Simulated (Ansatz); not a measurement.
# Li3ZrN2: the cost of one run

Method: DFT PBE, scalar-relativistic, plane waves, PAW, in Ansatz 0.2.0.

## 1. The system as given

It takes space group P6/mmm (No. 191, hexagonal). The conventional cell has a = 5.140 Å, b = 5.140 Å, c = 2.945 Å, α = 90.00°, β = 90.00°, γ = 120.00°. Li (site symmetry mmm) has 4 N at 2.09 Å in its first shell of neighbours. Around Zr (site symmetry 6/mmm) lie 2 Zr at 2.94 Å and 12 Li at 2.96 Å and 6 N at 2.97 Å. N (site symmetry -6m2) is surrounded by 6 Li at 2.09 Å and 3 Zr at 2.97 Å.

As a file:

```
Li Zr N
1.0
     5.14017    0.00000    0.00000
    -2.57009    4.45152    0.00000
     0.00000    0.00000    2.94453
Li Zr N
3 1 2
Direct
  0.50000 0.00000 0.50000
  0.50000 0.50000 0.50000
  0.00000 0.50000 0.50000
  0.00000 0.00000 0.00000
  0.33333 0.66667 0.00000
  0.66667 0.33333 0.00000
```

The cell is invented: species swapped into a database cell of NdB2Rh3 (P6/mmm, No. 191), with Zr on the Nd sites, N on the B sites and Li on the Rh sites. The dimensions are guesses.

## 2. The guess as it stands, on a coarse mesh

The input, input.yaml:

```yaml
crystal:
  lattice:
    - [5.14017138, 0.0, 0.0]
    - [-2.57008569, 4.451519, 0.0]
    - [0.0, 0.0, 2.944526]
  atoms:
    - { symbol: Li, position: [0.5, 0.0, 0.5] }
    - { symbol: Li, position: [0.5, 0.5, 0.5] }
    - { symbol: Li, position: [0.0, 0.5, 0.5] }
    - { symbol: Zr, position: [0.0, 0.0, 0.0] }
    - { symbol: "N", position: [0.33333333, 0.66666667, 0.0] }
    - { symbol: "N", position: [0.66666667, 0.33333333, 0.0] }
basis:
  ecutwfc: 420
kpoints:
  mp_grid: { grid: [6, 6, 6] }
hamiltonian:
  xc: pbe
scf:
  occupations: { method: gaussian, width: 0.1 }
  lower_state_search: "off"
output:
  forces: true
  stress: true
  eigenvalues: true
```

Started as:

```bash
$ ansatz run input.yaml --threads 1 --pin off --max-ram 2560MiB --backend cpu --events-out ev --progress --plain --runs-dir out
```

Q: Estimate wall time and peak memory on 1 thread of Intel Xeon at 2.50GHz (Skylake/Cascade Lake), shared host.

About 6.3 s, with a peak of 0.37 GiB.
